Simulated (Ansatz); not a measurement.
# One shape, several levels: SnH3F (SnFH3)

We compute a comparison of 6 runs (CAM-B3LYP/STO-3G, PBE/STO-3G, r2SCAN0/STO-3G, CCSDTQ/STO-3G, UCCSD(T)/STO-3G, FCI/STO-3G) of SnH3F (SnFH3). 

The calculation is run with Ansatz 0.2.0.

50 further runs of the same task are left out: 7 that didn't finish, 43 set aside as unsound or not needed.

## Step 1: The structure to begin with

The species is SnH3F (5 atoms), meant as a singlet with charge 0. SMILES: `[H][Sn]([H])([H])[F]`. The H4–Sn1 distance was set to 4.154 Å, away from the relaxed value. At this shape a bond of the SMILES string is far longer than usual.

Bond lengths: Sn1–F2 1.924 Å, Sn1–H3 1.664 Å, Sn1–H5 1.663 Å. Angles: F2–Sn1–H3 102.5°, F2–Sn1–H5 102.6°, H3–Sn1–H5 115.3°.

## Step 2: The energy at CAM-B3LYP/STO-3G (run 1)

in.yaml reads:

```yaml
basis:
  gaussian:
    orbitals: STO-3G
crystal:
  periodic: [false, false, false]
  atoms:
    - {symbol: Sn, position_ang: [1.220129, -2.106603, 0.351386]}
    - {symbol: F, position_ang: [1.234459, -2.128293, 2.275656]}
    - {symbol: H, position_ang: [2.841949, -2.098053, -0.019864]}
    - {symbol: H, position_ang: [-0.817750, 1.408460, -0.512480]}
    - {symbol: H, position_ang: [0.412089, -3.511603, -0.021434]}
hamiltonian:
  xc: {name: CAM-B3LYP}
accuracy: high
```

On the command line:

```
$ ansatz run in.yaml --threads 1 --pin off --max-ram 2610MiB --events-out events.jsonl --progress --plain --runs-dir runs
```

The program printed:

```text
Warning: RAYON_NUM_THREADS=1 ignored (pool sized by the plan → 1); use --threads N
Functional definition: CAM-B3LYP
  name "CAM-B3LYP"
  parameter alpha = 0.19
  parameter beta = 0.46
  parameter omega = 0.33/bohr
  parameter ac = 0.81
  exchange = (1 - alpha - beta)*b88_x + beta*b88_x_sr(omega) + alpha*exact_x + beta*exact_x_lr(omega)
  correlation = (1 - ac)*vwn5_c + ac*lyp_c
629 factors; integrals over basis functions are off by at most 4.9e-9 eV
156 factors; integrals over basis functions are off by at most 8.0e-10 eV
mean field evaluation 1: about -165039.0241 eV, gradient 1.9e1 eV
mean field evaluation 2: about -165035.8745 eV, gradient 2.1e1 eV
mean field evaluation 4: about -165046.3403 eV, gradient 1.1e1 eV
mean field evaluation 8: about -165046.4898 eV, gradient 1.0e1 eV
mean field evaluation 16: about -165047.3089 eV, gradient 1.0e-8 eV
mean field -165047.30890172 eV, -6065.3767290542 hartree, gradient 1.7e-8 eV, S^2 0.000000; 0 other end points of the search recorded, 0 dependent functions left out
reference -165047.30891631 eV, -6065.3767295905 hartree; 31, 31 occupied and 4, 4 virtual orbitals, 629 factors
Total energy: -165047.30891631 eV, -6065.3767295905 hartree
```

Run time: 4.2 s. Hardware: 1 thread of Arm Neoverse N1, shared host; peak memory 0.12 GiB.

## Step 3: The energy at PBE/STO-3G (run 2)

in.yaml reads:

```yaml
crystal:
  periodic: [false, false, false]
  atoms:
    - symbol: Sn
      position_ang: [1.220129, -2.106603, 0.351386]
    - symbol: F
      position_ang: [1.234459, -2.128293, 2.275656]
    - symbol: H
      position_ang: [2.841949, -2.098053, -0.019864]
    - symbol: H
      position_ang: [-0.817750, 1.408460, -0.512480]
    - symbol: H
      position_ang: [0.412089, -3.511603, -0.021434]
basis:
  gaussian: {orbitals: STO-3G}
accuracy: high
hamiltonian: {xc: pbe}
```

On the command line:

```
$ ansatz run in.yaml --threads 1 --pin off --max-ram 2610MiB --events-out events.jsonl --progress --plain --runs-dir runs
```

The program printed:

```text
Warning: RAYON_NUM_THREADS=1 ignored (pool sized by the plan → 1); use --threads N
Functional definition: PBE
  name "PBE"
  parameter kappa = 0.804
  parameter beta = 0.06672455060314922
  exchange = pbe_x(kappa = kappa, mu = beta*pi^2/3)
  correlation = pbe_c(beta = beta)
629 factors; integrals over basis functions are off by at most 4.9e-9 eV
mean field evaluation 1: about -165016.4407 eV, gradient 1.7e1 eV
mean field evaluation 2: about -165012.1195 eV, gradient 2.1e1 eV
mean field evaluation 4: about -165013.6170 eV, gradient 3.5e1 eV
mean field evaluation 8: about -165025.3722 eV, gradient 2.4e-1 eV
mean field evaluation 16: about -165025.3726 eV, gradient 1.0e-8 eV
mean field -165025.37255586 eV, -6064.5705832127 hartree, gradient 1.0e-8 eV, S^2 0.000000; 0 other end points of the search recorded, 0 dependent functions left out
reference -165025.37255787 eV, -6064.5705832865 hartree; 31, 31 occupied and 4, 4 virtual orbitals, 629 factors
Total energy: -165025.37255787 eV, -6064.5705832865 hartree
```

Run time: 3.6 s. Hardware: 1 thread of Arm Neoverse N1, shared host; peak memory 0.1 GiB.

Run 3 isn't shown in full; the table further down has it.

## Step 4: The energy at CCSDTQ/STO-3G (run 4)

in.yaml reads:

```yaml
crystal:
  periodic: [false, false, false]
  atoms:
    - {symbol: Sn, position_ang: [1.220129, -2.106603, 0.351386]}
    - {symbol: F, position_ang: [1.234459, -2.128293, 2.275656]}
    - {symbol: H, position_ang: [2.841949, -2.098053, -0.019864]}
    - {symbol: H, position_ang: [-0.817750, 1.408460, -0.512480]}
    - {symbol: H, position_ang: [0.412089, -3.511603, -0.021434]}
basis:
  gaussian:
    orbitals: STO-3G
total_charge: 0
correlation:
  method: ccsdtq
  frozen_orbitals: {F: 1, H: 0, Sn: 18}
accuracy: high
scf:
  omitted_lower_state_checks: [cluster_reference, increment]
```

On the command line:

```
$ ansatz run in.yaml --threads 1 --pin off --max-ram 2610MiB --events-out events.jsonl --progress --plain --runs-dir runs
```

The program printed (excerpt; [...] marks lines left out):

```text
Warning: RAYON_NUM_THREADS=1 ignored (pool sized by the plan → 1); use --threads N
Functional definition: HF
  name "HF"
[...]
629 factors; integrals over basis functions are off by at most 4.9e-9 eV
[...]
mean field -164975.11980361 eV, -6062.7238286303 hartree, gradient 2.5e-8 eV, S^2 0.000000; 1 other end points of the search recorded, 0 dependent functions left out; unrestricted orbitals would lower it
19 core orbitals not correlated: weight in the atoms' cores, before any rotation towards them, 1.000 or more for the frozen orbitals, at most 0.000 for the correlated occupied ones
reference -164975.11980361 eV, -6062.7238286303 hartree; 12, 12 occupied and 4, 4 virtual orbitals, 629 factors
second order -5.17890270 eV of doubles, -0.00000000 eV of singles
cycle   1  -3.16243263 eV  change    -1.3e0 eV  update   1.7e-1
[...]
cycle  39  -7.24531401 eV  change   -1.6e-9 eV  update  8.4e-10
WARN: these amplitudes may be one of several solutions (largest doubles amplitude 0.95, level shift 12.80 eV)
Total energy: -164982.36511762 eV, -6062.9900890090 hartree
Checks for a lower state left out: cluster_reference, increment
```

Run time: 45 s. Hardware: 1 thread of Arm Neoverse N1, shared host; peak memory 0.28 GiB.

Run 5 isn't shown in full; the table further down has it.

## Step 5: A single-point energy at FCI/STO-3G (run 6)

run.yaml reads:

```yaml
crystal:
  periodic: [false, false, false]
  atoms:
    - {symbol: Sn, position_ang: [1.220129, -2.106603, 0.351386]}
    - {symbol: F, position_ang: [1.234459, -2.128293, 2.275656]}
    - {symbol: H, position_ang: [2.841949, -2.098053, -0.019864]}
    - {symbol: H, position_ang: [-0.817750, 1.408460, -0.512480]}
    - {symbol: H, position_ang: [0.412089, -3.511603, -0.021434]}
basis:
  gaussian: {orbitals: STO-3G}
correlation: {method: fci, frozen_orbitals: {F: 1, H: 0, Sn: 18}}
accuracy: high
```

On the command line:

```
$ ansatz run run.yaml --threads 1 --pin off --max-ram 2610MiB --events-out events.jsonl --progress --plain --runs-dir runs
```

The program printed (excerpt; [...] marks lines left out):

```text
Warning: RAYON_NUM_THREADS=1 ignored (pool sized by the plan → 1); use --threads N
[... 2 set-up lines as earlier in the session ...]
[...]
629 factors; integrals over basis functions are off by at most 4.9e-9 eV
[...]
mean field -164975.11980361 eV, -6062.7238286303 hartree, gradient 2.5e-8 eV, S^2 0.000000; 1 other end points of the search recorded, 0 dependent functions left out; unrestricted orbitals would lower it
[...]
unrestricted determinant -164980.51784251 eV, -6062.9222029009 hartree, S^2 1.0021
19 core orbitals not correlated: weight in the atoms' cores, before any rotation towards them, 1.000 or more for the frozen orbitals, at most 0.000 for the correlated occupied ones
reference -164975.11980361 eV, -6062.7238286303 hartree; 12, 12 occupied and 4, 4 virtual orbitals, 629 factors
state -164982.36504932 eV, -6062.9900864989 hartree
Total energy: -164982.36504932 eV, -6062.9900864989 hartree
```

Wall time 26 s (1 thread of Arm Neoverse N1, shared host); peak memory 0.31 GiB.

## Step 6: The series

```tsv
run	level	frozen core orbitals	energy (Eh)	wall time
1	CAM-B3LYP/STO-3G	–	-6065.376730	4.2 s
2	PBE/STO-3G	–	-6064.570583	3.6 s
3	r2SCAN0/STO-3G	–	-6065.506089	9.9 s
4	CCSDTQ/STO-3G	19	-6062.990089	45 s
5	UCCSD(T)/STO-3G	19	-6062.988940	3.6 s
6	FCI/STO-3G	19	-6062.990086	26 s
```

## Step 7: Outcome

| quantity | value |
| --- | --- |
| run 6: total energy | -6062.99009 Eh |
| run 6: correlation energy (19 core orbitals frozen) | -266.3 mEh |

In words: Against full CI in this basis: CCSDTQ -0.0 mEh; UCCSD(T) +1.1 mEh. Totals of different functionals can't be ranked against each other. In run 4 the log says that unrestricted orbitals would lower the reference, so the values rest on an unstable closed-shell determinant (other closed-shell runs at this shape may share the fault). In runs 1, 2, 3, 4, 5, 6 the basis is minimal, so the values are rough. In runs 1, 2, 3 a closed-shell determinant meets a far-stretched bond, which it describes badly. In runs 1, 2, 3, 4, 5, 6 relativity is left out where basis or elements ask for it. Spin contamination of the reference: run 5 ⟨S²⟩ = 1.00. Where it is this large, the reference is a mixture of spin states, and values that rest on it are in doubt. All runs together took 92 s, the longest 45 s.
